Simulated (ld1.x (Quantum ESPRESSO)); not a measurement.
# W: variants of one PAW potential, part 2 of 2

Aim: generate and test one potential in full, then change one design choice at a time and see what happens to hardness, ghosts and transferability.

ld1.x (Quantum ESPRESSO) 7.5; first potential PBE, scalar-relativistic. The steps go on from the part before.

## Step 6: Variant: waves 6s channel at 0.07 Ry: rcut 2.25, rcutus 2.70 bohr

Contents of W.in:

```
 &input
   title='W', zed=74., rel=1, dft='PBE', iswitch=3,
   config='[Xe] 4f14 5d4 6s2 6p0',
   nld=3, rlderiv=3.15, eminld=-2.0, emaxld=5.0, deld=0.02
 /
 &inputp
   pseudotype=3, lpaw=.true., tm=.true., lloc=-1, rcloc=1.95,
   nlcc=.true., rcore=2.20,
   which_augfun='BESSEL', rmatch_augfun=1.40,
   file_pseudopw='W.UPF', file_wfcaegen='ae.wfc', file_wfcncgen='nc.wfc', file_beta='beta', file_chi='chi', file_wfcusgen='us.wfc'
 /
6
6S  1  0   2.00   0.00  2.25  2.70  0.0
6S  1  0   0.00   0.07  2.25  2.70  0.0
6P  2  1   0.00   0.00  2.45  2.90  0.0
6P  2  1   0.00   2.60  2.45  2.90  0.0
5D  3  2   4.00   0.00  1.80  2.20  0.0
5D  3  2   0.00   0.95  1.80  2.20  0.0
 &test
   configts(1)='5d4 6s2 6p0'
 /
```

The run is started by

```
$ ld1.x < W.in > W.out
```

Output in W.out (without the banner and most projector matrices):

```text
     Program LD1 v.7.5
     [... all-electron run as in step 2 ...]


     --------------------- Generating PAW atomic setup --------------------

      Generating local potential from pseudized AE potential:
      Matching radius rcloc =   1.9500

      Local pseudo, rcloc= 1.956 Estimated cut-off energy=     6.57 Ry

      Computing core charge for nlcc:

       r > 2.22 : true rho core
       r < 2.22 : rho core = a sin(br)/r    a=   0.90  b=   1.26

      Integrated core pseudo-charge :   1.90
      Wfc-us  6S rcutus= 2.707  Estimated cut-off energy=     6.10 Ry
      Wfc-us  6S rcutus= 2.707  Estimated cut-off energy=     6.87 Ry
      Wfc-us  6P rcutus= 2.918  Estimated cut-off energy=     8.34 Ry
      Wfc-us  6P rcutus= 2.918  Estimated cut-off energy=    14.00 Ry
      Wfc-us  5D rcutus= 2.217  Estimated cut-off energy=    23.42 Ry
      Wfc-us  5D rcutus= 2.217  Estimated cut-off energy=    33.61 Ry

     Required augmentation: BESSEL   radius:    1.400000
     Suggested rho cutoff for augmentation:  49.71 Ry

     Estimated PAW energy = -654.362085 Ryd

     The PAW screened D coefficients
     1.01347     0.91444     0.00000     0.00000     0.00000     0.00000
     0.91444     0.82629     0.00000     0.00000     0.00000     0.00000
     0.00000     0.00000     0.13259     0.30995     0.00000     0.00000
     0.00000     0.00000     0.30995     0.78752     0.00000     0.00000
     0.00000     0.00000     0.00000     0.00000    -0.20562    -0.10531
     0.00000     0.00000     0.00000     0.00000    -0.10531    -0.06784

     The PAW descreened D coefficients (US)
     0.00660    -0.00852     0.00000     0.00000     0.00000     0.00000
    -0.00852    -0.01904     0.00000     0.00000     0.00000     0.00000
     0.00000     0.00000     0.14234     0.14627     0.00000     0.00000
     0.00000     0.00000     0.14627     0.14994     0.00000     0.00000
     0.00000     0.00000     0.00000     0.00000     1.12719     0.84311
     0.00000     0.00000     0.00000     0.00000     0.84311     0.59388

     ------------------- End of pseudopotential generation -------------------

     [... all-electron run as in step 2 ...]


     Computing logarithmic derivative in   3.16516
     Computing logarithmic derivative in   3.16516
     Computing the partial wave expansion
     R is outside the sphere for l=    0 j= 0.00
     R is outside the sphere for l=    0 j= 0.00
     R is outside the sphere for l=    1 j= 0.00
     R is outside the sphere for l=    1 j= 0.00
     R is outside the sphere for l=    2 j= 0.00
     R is outside the sphere for l=    2 j= 0.00

     ---------------------- Testing the pseudopotential ----------------------

     W
     scalar relativistic calculation

     atomic number is 74.00   valence charge is  6.00
     dft = SLA  PW   PBX  PBC   lsd =0 sic =0 latt =0  beta=0.20 tr2=1.0E-14
     mesh =1273 r(mesh) =  99.08072 xmin = -7.00 dx = 0.01250

     n l     nl             e AE (Ry)        e PS (Ry)    De AE-PS (Ry)
     3 2     5D   1( 4.00)       -0.32927       -0.32928        0.00000
     1 0     6S   1( 2.00)       -0.41988       -0.41988        0.00000
     2 1     6P   1( 0.00)       -0.10005       -0.10005        0.00000

     eps = 4.6E-15  iter =  3

     Etot =  -32285.036163 Ry,  -16142.518081 Ha, -439260.294494 eV
     Etotps =  -654.362090 Ry,    -327.181045 Ha,   -8903.049784 eV

     Ekin =      44.123069 Ry,      22.061535 Ha,     600.324938 eV
     Encl =     -66.599881 Ry,     -33.299941 Ha,    -906.137546 eV
     Ehrt =      13.490322 Ry,       6.745161 Ha,     183.545183 eV
     Ecxc =    -645.375600 Ry,    -322.687800 Ha,   -8780.782360 eV
     (Ecc =      -1.142889 Ry,      -0.571444 Ha,     -15.549792 eV)

     ---------------------- End of pseudopotential test ----------------------
```

It took 3.7 s on 1 thread, shared host. (Generation and the later configuration tests together.)

The new file went through the configuration test as well (its log is not shown).

The tests as a table, with energies relative to 5d4 6s2 6p0. A star marks tests that logged a warning.

| valence configuration | charge | ΔE all-electron (eV) | error AE − PS (meV) |
| --- | --- | --- | --- |
| 5d4 6s1 6p0 | +1 | 8.883 | -3.6 |
| 5d4 6s0 6p0 | +2 | 24.563 | -9.2 |
| 5d3 6s0 6p0 * | +3 | 49.945 | -177 |
| 5d2 6s0 6p0 | +4 | 87.156 | -783 |
| 5d4 6s0 6p2 | 0 | 9.259 | -2.7 |
| 5d3 6s2 6p0 | +1 | 8.830 | -42 |
| 5d4 6s0 6p1 | +1 | 14.336 | -3.0 |

Against the first potential, the loose cutoff stays at 18 Ry, the largest test error stays at -783 meV and a bound ghost remains (s).

## Step 7: Changed: local potential all-electron potential smoothed inside 3.08 bohr (lloc = -1)

W.in: that of step 6 with these lines changed.

```diff
@@ -3,6 +3,6 @@
    config='[Xe] 4f14 5d4 6s2 6p0',
-   nld=3, rlderiv=3.15, eminld=-2.0, emaxld=5.0, deld=0.02
+   nld=3, rlderiv=3.35, eminld=-2.0, emaxld=5.0, deld=0.02
  /
  &inputp
-   pseudotype=3, lpaw=.true., tm=.true., lloc=-1, rcloc=1.95,
+   pseudotype=3, lpaw=.true., tm=.true., lloc=-1, rcloc=3.08,
    nlcc=.true., rcore=2.20,
@@ -13,3 +13,3 @@
 6S  1  0   2.00   0.00  2.25  2.70  0.0
-6S  1  0   0.00   0.07  2.25  2.70  0.0
+6S  1  0   0.00   2.55  2.25  2.70  0.0
 6P  2  1   0.00   0.00  2.45  2.90  0.0
```

The run is started by

```
$ ld1.x < W.in > W.out
```

Output in W.out (without the banner and most projector matrices):

```text
     Program LD1 v.7.5
     [... all-electron run as in step 2 ...]


     --------------------- Generating PAW atomic setup --------------------

      Generating local potential from pseudized AE potential:
      Matching radius rcloc =   3.0800

      Local pseudo, rcloc= 3.068 Estimated cut-off energy=     2.62 Ry

      Computing core charge for nlcc:

       r > 2.22 : true rho core
       r < 2.22 : rho core = a sin(br)/r    a=   0.90  b=   1.26

      Integrated core pseudo-charge :   1.90
      Wfc-us  6S rcutus= 2.707  Estimated cut-off energy=     6.10 Ry
      Wfc-us  6S rcutus= 2.707  Estimated cut-off energy=    12.18 Ry
      Wfc-us  6P rcutus= 2.918  Estimated cut-off energy=     8.34 Ry
      Wfc-us  6P rcutus= 2.918  Estimated cut-off energy=    14.00 Ry
      Wfc-us  5D rcutus= 2.217  Estimated cut-off energy=    23.42 Ry
      Wfc-us  5D rcutus= 2.217  Estimated cut-off energy=    33.61 Ry

     Required augmentation: BESSEL   radius:    1.400000
     Suggested rho cutoff for augmentation:  49.71 Ry

     Estimated PAW energy = -654.362085 Ryd

     The PAW screened D coefficients
     0.53041     0.54518     0.00000     0.00000     0.00000     0.00000
     0.54518     0.66119     0.00000     0.00000     0.00000     0.00000
     0.00000     0.00000     0.09480     0.20263     0.00000     0.00000
     0.00000     0.00000     0.20263     0.46664     0.00000     0.00000
     0.00000     0.00000     0.00000     0.00000    -1.21444    -0.87521
     0.00000     0.00000     0.00000     0.00000    -0.87521    -0.69656

     The PAW descreened D coefficients (US)
     0.22193     0.26718     0.00000     0.00000     0.00000     0.00000
     0.26718     0.44815     0.00000     0.00000     0.00000     0.00000
     0.00000     0.00000     0.11768     0.17851     0.00000     0.00000
     0.00000     0.00000     0.17851     0.30389     0.00000     0.00000
     0.00000     0.00000     0.00000     0.00000    -0.49341    -0.33359
     0.00000     0.00000     0.00000     0.00000    -0.33359    -0.29308

     ------------------- End of pseudopotential generation -------------------

     [... all-electron run as in step 2 ...]


     Computing logarithmic derivative in   3.36930
     Computing logarithmic derivative in   3.36930
     Computing the partial wave expansion
     R is outside the sphere for l=    0 j= 0.00
     R is outside the sphere for l=    0 j= 0.00
     R is outside the sphere for l=    1 j= 0.00
     R is outside the sphere for l=    1 j= 0.00
     R is outside the sphere for l=    2 j= 0.00
     R is outside the sphere for l=    2 j= 0.00

     ---------------------- Testing the pseudopotential ----------------------

     W
     scalar relativistic calculation

     atomic number is 74.00   valence charge is  6.00
     dft = SLA  PW   PBX  PBC   lsd =0 sic =0 latt =0  beta=0.20 tr2=1.0E-14
     mesh =1273 r(mesh) =  99.08072 xmin = -7.00 dx = 0.01250

     n l     nl             e AE (Ry)        e PS (Ry)    De AE-PS (Ry)
     3 2     5D   1( 4.00)       -0.32927       -0.32928        0.00000
     1 0     6S   1( 2.00)       -0.41988       -0.41988        0.00000
     2 1     6P   1( 0.00)       -0.10005       -0.10005        0.00000

     eps = 4.0E-15  iter =  3

     Etot =  -32285.036163 Ry,  -16142.518081 Ha, -439260.294494 eV
     Etotps =  -654.362087 Ry,    -327.181043 Ha,   -8903.049745 eV

     Ekin =      44.123108 Ry,      22.061554 Ha,     600.325471 eV
     Encl =     -66.599916 Ry,     -33.299958 Ha,    -906.138024 eV
     Ehrt =      13.490323 Ry,       6.745161 Ha,     183.545193 eV
     Ecxc =    -645.375602 Ry,    -322.687801 Ha,   -8780.782384 eV
     (Ecc =      -1.142889 Ry,      -0.571444 Ha,     -15.549792 eV)

     ---------------------- End of pseudopotential test ----------------------
```

It took 3.5 s on 1 thread, shared host. (Generation and the later configuration tests together.)

The new file went through the configuration test as well (its log is not shown).

Energies count from the reference configuration 5d4 6s2 6p0; the error is all-electron less pseudo. A star marks tests that logged a warning.

| valence configuration | charge | ΔE all-electron (eV) | error AE − PS (meV) |
| --- | --- | --- | --- |
| 5d4 6s1 6p0 | +1 | 8.883 | -4.7 |
| 5d4 6s0 6p0 | +2 | 24.563 | -18 |
| 5d3 6s0 6p0 | +3 | 49.945 | -185 |
| 5d2 6s0 6p0 * | +4 | 87.156 | -787 |
| 5d4 6s0 6p2 | 0 | 9.259 | -5.7 |
| 5d3 6s2 6p0 | +1 | 8.830 | -39 |
| 5d4 6s0 6p1 | +1 | 14.336 | -7.8 |

Against the first potential, the loose cutoff stays at 18 Ry, the largest test error goes from -783 to -787 meV and the bound ghost is gone.

## Step 8: All runs side by side

The summary covers parts 1 to 2.

Cutoffs, loose and tight: the cutoffs (Ry, on a coarse ladder) from which the occupation-weighted sum of valence levels, in a spherical-Bessel basis at the reference potential, stays within 10 and 1 mRy of its value at 400 Ry; empty and scattering waves don't count. The number of plane waves in a given cell goes as the cutoff to the power 3/2; it is given for the loose cutoff, relative to the first potential. Test errors are all-electron less pseudo; runs with another core, reference, functional or relativity have tests of their own. The phase difference is the largest within 1 Ry of zero, over the channels with partial waves. A dash means not determined. The table holds 10 more runs of the series, not printed above.

```csv
change,outcome,"cutoff, loose","cutoff, tight","plane waves, relative",bound ghosts,largest test error (meV),phase difference near zero (rad),lowest overlap eigenvalue (Bessel basis)
first potential,generated,18 Ry,30 Ry,1.00,s,-783,0.005,0.533
"waves 6s channel at 0.07 Ry: rcut 2.25, rcutus 2.70 bohr",generated,18 Ry,30 Ry,1.00,s,-783,0.005,0.323
local potential all-electron potential smoothed inside 3.08 bohr (lloc = -1),generated,18 Ry,35 Ry,1.00,none,-787,0.002,0.622
core correction a·sin(br)/r model core inside 0.88 bohr (was a·sin(br)/r model core inside 2.20 bohr),generated,18 Ry,30 Ry,1.00,s,-778,0.005,0.533
"reference 5d4 6s1.75 6p0.25; waves 6p (bound): rcut 2.45, rcutus 2.90 bohr",generated,18 Ry,30 Ry,1.00,s,-173,0.005,0.530
"waves 6p (bound, empty): rcut 2.45, rcutus 3.36 bohr; 6p channel at 2.6 Ry: rcut 2.45, rcutus 3.36 bohr",generated,18 Ry,30 Ry,1.00,s,-783,0.003,0.533
"core [Kr] 4d10 4f14 5s2, valence charge 12; reference 5p6 5d4 6s0 6p0; waves now 6s (bound, empty): rcut 2.20, rcutus 2.70 bohr; 6s channel at 2.55 Ry: rcut 2.20, rcutus 2.70 bohr; 5p (bound): rcut 1.80, rcutus 1.95 bohr; 6p (bound, empty): rcut 1.80, rcutus 1.95 bohr; 5d (bound): rcut 1.70, rcutus 2.30 bohr; 5d channel at 0.95 Ry: rcut 1.70, rcutus 2.30 bohr; local potential all-electron potential smoothed inside 1.60 bohr (lloc = -1); core correction Bessel-smoothed model core inside 1.10 bohr (was a·sin(br)/r model core inside 2.20 bohr); augmentation BESSEL, radius 1.30 bohr","generated, overlap not positive",–,–,–,"s (p, d not tested)",+31,0.001,-0.641
"type TM; waves now 6p (bound, empty): rc 2.90 bohr; 5d (bound): rc 2.20 bohr; 6s (bound): rc 2.70 bohr; local potential the s channel",generated,30 Ry,35 Ry,2.15,none,-562,0.038,–
"all radii scaled by 1.10 (s 2.98, p 3.20, d 2.42 bohr); local potential all-electron potential smoothed inside 2.14 bohr (lloc = -1); augmentation BESSEL, radius 1.54 bohr",generated,15 Ry,25 Ry,0.76,s,-791,0.002,0.410
fully relativistic,generated,–,–,–,not determined,-769 (1 test unsolved),0.020,–
local potential all-electron potential smoothed inside 2.55 bohr (lloc = -2),generated,18 Ry,35 Ry,1.00,none,-787,0.003,0.632
"augmentation PSQ, inside the norm-conserving radii",failed: new_paw_hamiltonian: negative rho,–,–,–,–,–,–,–
"waves 6s (bound): rcut 2.25, rcutus 2.64 bohr; 6s channel at 2.55 Ry: rcut 2.25, rcutus 2.64 bohr",generated,18 Ry,30 Ry,1.00,s,-784,0.005,0.573
```

The softest is the variant "all radii scaled by 1.10 (s 2.98, p 3.20, d 2.42 bohr); local potential …", at 15 Ry, though it has a bound ghost; the highest cutoff read, 30 Ry, costs 2.8 times the plane waves. Among those with the same tests and no ghost or faulty overlap, the variant "type TM; waves now 6p (bound, empty): rc 2.90 bohr; 5d (bound): rc 2.20 bohr …" has the smallest worst error, -562 meV. 8 of the 12 potentials written have a bound ghost. 1 of the changes stops the generator.

The first potential by itself. It has a bound ghost (s), a state that the atom doesn't have, and that rules the file out. By total energies transferability is poor: the largest error is 783 meV on 87.2 eV, for 5d2 6s0 6p0. That test lies far up in energy; among those under 40 eV, nearer to bonding, the largest error is 43 meV. Freezing the core accounts for most of it. It counts as soft on the atom at that tolerance, with 18 Ry needed at the looser tolerance. The slowest occupied level is 5d: taken alone it needs 21 Ry to come within 1 mRy, against 6 Ry or less for 6s.
